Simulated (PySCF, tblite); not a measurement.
# C₂H₁₀BNSi₂: geometry, infrared bands and NMR shifts

What infrared bands and NMR shifts should C₂H₁₀BNSi₂ (`C[Si@H]1BN[SiH2]C1`) show?

Programs: tblite 0.8.0 and PySCF 2.14.0, with density-fitted response routines of our own. Each step states its level of theory. These are calculated values for one molecule in the gas phase, unless marked as measured. Atoms are numbered from 0 throughout.

## Step 1: The molecule as given

16 atoms, charge 0, multiplicity 1; geometry from: force field or distance geometry start.

Bonds of the start (Å): C0–Si1 1.86, Si1–B2 1.94, B2–N3 1.54, N3–Si4 1.81, Si4–C5 1.87, C5–Si1 1.88, C0–H6 1.11, C0–H7 1.10, C0–H8 1.11, Si1–H9 1.47, B2–H10 1.19, N3–H11 1.03, Si4–H12 1.46, Si4–H13 1.45, C5–H14 1.11, C5–H15 1.11.

## Step 2: Geometry optimisation with GFN2-xTB

The job: settings as JSON, then the geometry in Å.

```
{"job": {"kind": "relax", "xc": "GFN2-xTB", "basis": "xTB"}, "charge": 0, "multiplicity": 1}
C      2.348100     0.034300    -0.568200
Si     0.809300     0.145500     0.469900
B     -0.376400     1.575600    -0.075700
N     -1.656000     0.995100    -0.700000
Si    -1.948100    -0.565600     0.170500
C     -0.249800    -1.347200     0.032100
H      2.697800    -1.018200    -0.536600
H      2.083000     0.301200    -1.603100
H      3.147100     0.731000    -0.245600
H      1.074000     0.226800     1.914100
H     -0.146700     2.741200    -0.077800
H     -2.474100     1.614000    -0.604700
H     -2.992000    -1.371400    -0.452100
H     -2.193200    -0.264800     1.567600
H     -0.006300    -1.611200    -1.014400
H     -0.124400    -2.177400     0.754200
```

Started as:

```console
> OMP_NUM_THREADS=1 python probes_run.py task.json out
```

The driver reads the jobs from task.json and runs them one after another.

**Question.** This job is followed by: GFN2-xTB harmonic vibrations, gas phase; GIAO PBE0/pcSseg-1 NMR shielding, non-relativistic, gas phase. Predict these results of the whole session: strongest single infrared mode (GFN2-xTB); zero-point energy (GFN2-xTB); 13C shifts against TMS (PBE0/pcSseg-1); 1H shifts against TMS (PBE0/pcSseg-1, means over atoms taken as alike); 29Si shifts against TMS (PBE0/pcSseg-1); 11B shifts against BF3·OEt2 (PBE0/pcSseg-1); 15N shifts against NH3 (PBE0/pcSseg-1); surface potential, 1st and 99th percentile.

The runs gave:

| quantity | value |
| --- | --- |
| strongest single infrared mode (GFN2-xTB) | 2192 cm⁻¹, 522 km/mol |
| zero-point energy (GFN2-xTB) | 73.7 kcal/mol |
| 13C shifts against TMS (PBE0/pcSseg-1) | -3.5, -12.0 ppm |
| 1H shifts against TMS (PBE0/pcSseg-1, means over atoms taken as alike) | 6.11, 5.69, 5.17, 5.15, 4.63, 0.23, 0.20, -0.25 ppm |
| 29Si shifts against TMS (PBE0/pcSseg-1) | -10.2, -35.0 ppm |
| 11B shifts against BF3·OEt2 (PBE0/pcSseg-1) | 51.6 ppm |
| 15N shifts against NH3 (PBE0/pcSseg-1) | 162.4 ppm |
| surface potential, 1st and 99th percentile | -0.34 V and 1.55 V |

The optimisation took 143 steps and gained 1.069 eV; among the close pairs (by a distance rule), B2–N3 changed most, from 1.538 to 1.394 Å. No mode is imaginary among the 42: a minimum at this level. The strongest single mode, at 2192 cm⁻¹, moves mainly H12 and H13. Unscaled tight-binding wavenumbers are off by several per cent, some by more. Its intensities can rank the bands wrongly. At PBE0/pcSseg-1: The widest tensor belongs to N3: span 247 ppm, with a paramagnetic part of -218 ppm. By nearest atom (PBE0/pcSseg-1), the HOMO sits on B2 31 %; Si1 23 % and the LUMO on B2 43 %; N3 14 %.
